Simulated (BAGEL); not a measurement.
# CHClFGeN (SMILES N#[C][GeH]([F])[Cl]): HF/3-21G (density fitting with cc-pvqz-jkfit)

Aim: the energy change on altering one bond length of CHClFGeN at HF/3-21G (density fitting with cc-pvqz-jkfit), from 2 runs. 

The calculation is run with BAGEL 1.2.2.

8 further runs of the same task are left out: 6 that didn't finish, 2 set aside as unsound or not needed.

### 1 Starting point

CHClFGeN has 6 atoms, charge 0, and is taken as a singlet. SMILES: `N#[C][GeH]([F])[Cl]`. The coordinates come from a PBE0-D4/def2-TZVP relaxation.

Bond lengths: N1–C2 1.151 Å, C2–Ge3 1.913 Å, Ge3–F4 1.718 Å, Ge3–Cl5 2.113 Å, Ge3–H6 1.520 Å. Angles: N1–C2–Ge3 178.0°, C2–Ge3–F4 105.5°, C2–Ge3–Cl5 108.2°, F4–Ge3–Cl5 107.8°, C2–Ge3–H6 113.0°, F4–Ge3–H6 109.5°, Cl5–Ge3–H6 112.5°.

### 2 The energy at HF/3-21G (density fitting with cc-pvqz-jkfit)

job.json

```json
{ "bagel" : [

{
  "title" : "molecule",
  "basis" : "3-21g",
  "df_basis" : "cc-pvqz-jkfit",
  "angstrom" : true,
  "geometry" : [
    { "atom" : "N", "xyz" : [   -1.036900,   -2.307000,    0.030700 ] },
    { "atom" : "C", "xyz" : [   -0.544000,   -1.267300,    0.040100 ] },
    { "atom" : "Ge", "xyz" : [    0.237100,    0.477900,    0.107700 ] },
    { "atom" : "F", "xyz" : [    1.896000,    0.253800,   -0.276600 ] },
    { "atom" : "Cl", "xyz" : [   -0.627600,    1.648100,   -1.423900 ] },
    { "atom" : "H", "xyz" : [    0.117300,    1.130400,    1.475800 ] }
  ]
},
{
  "title" : "hf"
},
{
  "title" : "print",
  "file" : "orbitals.molden",
  "orbitals" : true
}

]}
```

Run with:

```sh
$ BAGEL_NUM_THREADS=1 BAGEL job.json > job.out
```

The log of the run:

```text
* using 1 threads per process

  ===============================================================
  ===============================================================

  *** Geometry ***

  { "atom" : "N", "xyz" : [     -1.959457,     -4.359598,      0.058015 ] },
  { "atom" : "C", "xyz" : [     -1.028011,     -2.394850,      0.075778 ] },
  { "atom" : "Ge", "xyz" : [      0.448054,      0.903100,      0.203524 ] },
  { "atom" : "F", "xyz" : [      3.582921,      0.479612,     -0.522698 ] },
  { "atom" : "Cl", "xyz" : [     -1.185992,      3.114458,     -2.690781 ] },
  { "atom" : "H", "xyz" : [      0.221665,      2.136146,      2.788858 ] },

  Number of auxiliary basis functions:      735

  Since a DF basis is specified, we compute 2- and 3-index integrals:
    o Being stored without compression. Storage requirement is 0.024 GB

  Number of basis functions:       64
  Number of electrons      :       72

    * METHOD: MOLECULE                             0.36

  *** RHF ***

  === Nuclear Repulsion ===
   429.9881248137

      * DIIS with orbital gradients will be used.

  === RHF iteration (3-21g) ===
      0      -2713.78369053          0.02482733           0.10
      1      -2713.88550813          0.02162197           0.09
      2      -2714.01572665          0.00226314           0.09
      3      -2714.01786321          0.00104880           0.09
      4      -2714.01833908          0.00018912           0.09
      5      -2714.01836665          0.00005533           0.09
      6      -2714.01836930          0.00001732           0.08
      7      -2714.01836961          0.00000368           0.09
      8      -2714.01836962          0.00000218           0.09
      9      -2714.01836962          0.00000102           0.09
     10      -2714.01836962          0.00000050           0.08
     11      -2714.01836962          0.00000024           0.08
     12      -2714.01836962          0.00000013           0.09
     13      -2714.01836962          0.00000006           0.09
     14      -2714.01836962          0.00000002           0.09
     15      -2714.01836962          0.00000002           0.09
     16      -2714.01836962          0.00000001           0.09
    * SCF iteration converged.

    * Permanent dipole moment:
           (   -0.013713,    -0.671066,    -1.002752) a.u.

    * METHOD: HF                                   1.66

    * METHOD: PRINT                                0.00

  ===============================================================
```

Run time: 2.3 s. Hardware: 1 thread of Intel Xeon 6975P-C (Granite Rapids), shared host; peak memory 0.15 GiB.

### 3 The distorted shape at the same level

hf.json

```json
{ "bagel": [

{
  "title": "molecule",
  "basis": "3-21g",
  "df_basis": "cc-pvqz-jkfit",
  "angstrom": "true",
  "geometry": [
    { "atom": "N", "xyz": [      -2.363995,      -2.127723,       0.338134 ] },
    { "atom": "C", "xyz": [      -1.871095,      -1.088023,       0.347534 ] },
    { "atom": "Ge", "xyz": [      -1.089995,       0.657177,       0.415134 ] },
    { "atom": "F", "xyz": [       1.896000,       0.253800,      -0.276600 ] },
    { "atom": "Cl", "xyz": [      -1.954695,       1.827377,      -1.116466 ] },
    { "atom": "H", "xyz": [      -1.209795,       1.309677,       1.783234 ] }
  ]
},

{ "title": "hf" },

{ "title": "print", "file": "orbitals.molden", "orbitals": "true" }

]}
```

Run with:

```sh
$ BAGEL_NUM_THREADS=1 BAGEL hf.json > hf.out
```

The log of the run:

```text
* using 1 threads per process

  ===============================================================
  ===============================================================

  *** Geometry ***

  { "atom" : "N", "xyz" : [     -4.467303,     -4.020814,      0.638981 ] },
  { "atom" : "C", "xyz" : [     -3.535857,     -2.056065,      0.656744 ] },
  { "atom" : "Ge", "xyz" : [     -2.059792,      1.241885,      0.784490 ] },
  { "atom" : "F", "xyz" : [      3.582921,      0.479612,     -0.522698 ] },
  { "atom" : "Cl", "xyz" : [     -3.693838,      3.453242,     -2.109815 ] },
  { "atom" : "H", "xyz" : [     -2.286181,      2.474931,      3.369824 ] },

  Number of auxiliary basis functions:      735

  Since a DF basis is specified, we compute 2- and 3-index integrals:
    o Being stored without compression. Storage requirement is 0.024 GB

  Number of basis functions:       64
  Number of electrons      :       72

    * METHOD: MOLECULE                             0.36

  *** RHF ***

  === Nuclear Repulsion ===
   378.3906705470

      * DIIS with orbital gradients will be used.

  === RHF iteration (3-21g) ===
      0      -2713.39609652          0.02784539           0.10
      1      -2712.69529958          0.04723917           0.09
      2      -2713.73169993          0.00829915           0.08
      3      -2713.76743740          0.00332012           0.09
      4      -2713.77213837          0.00105190           0.09
      5      -2713.77299292          0.00056272           0.09
      6      -2713.77316270          0.00020632           0.09
      7      -2713.77319872          0.00006797           0.09
      8      -2713.77320842          0.00005306           0.08
      9      -2713.77322310          0.00002242           0.08
     10      -2713.77322588          0.00000822           0.09
     11      -2713.77322607          0.00000257           0.08
     12      -2713.77322608          0.00000154           0.08
     13      -2713.77322608          0.00000092           0.08
     14      -2713.77322608          0.00000028           0.08
     15      -2713.77322608          0.00000016           0.08
     16      -2713.77322608          0.00000011           0.10
     17      -2713.77322608          0.00000008           0.09
     18      -2713.77322608          0.00000005           0.08
     19      -2713.77322608          0.00000004           0.09
     20      -2713.77322608          0.00000002           0.09
     21      -2713.77322608          0.00000001           0.09
     22      -2713.77322608          0.00000000           0.09
    * SCF iteration converged.

    * Permanent dipole moment:
           (    1.607713,    -0.843947,    -1.232058) a.u.

    * METHOD: HF                                   2.19

    * METHOD: PRINT                                0.00

  ===============================================================
```

Run time: 2.8 s. Hardware: 1 thread of Intel Xeon 6975P-C (Granite Rapids), shared host; peak memory 0.15 GiB.

### 4 What came out

At HF/3-21G (density fitting with cc-pvqz-jkfit):

```
                                                          quantity           value
                                         first shape: total energy  -2714.01837 Eh
                                        first shape: dipole moment          3.07 D
                                          first shape: HOMO energy       -13.50 eV
                                          first shape: LUMO energy         2.16 eV
                                        first shape: HOMO–LUMO gap        15.66 eV
                                     distorted shape: total energy  -2713.77323 Eh
                                    distorted shape: dipole moment          5.58 D
                                      distorted shape: HOMO energy       -10.25 eV
                                      distorted shape: LUMO energy        -2.18 eV
                                    distorted shape: HOMO–LUMO gap         8.07 eV
energy change with the Ge3–F4 bond stretched from 1.718 to 3.092 Å        6.671 eV
```

In words: One bond (distorted shape) is far stretched, which a spin-restricted single reference describes badly; a broken-symmetry solution may lie lower. With the Ge3–F4 bond stretched from 1.718 to 3.092 Å the energy rises by 6.67 eV (154 kcal/mol). The first shape isn't relaxed at this level, so the change isn't measured from a minimum. A restricted reference can't describe the breaking bond well at this length.
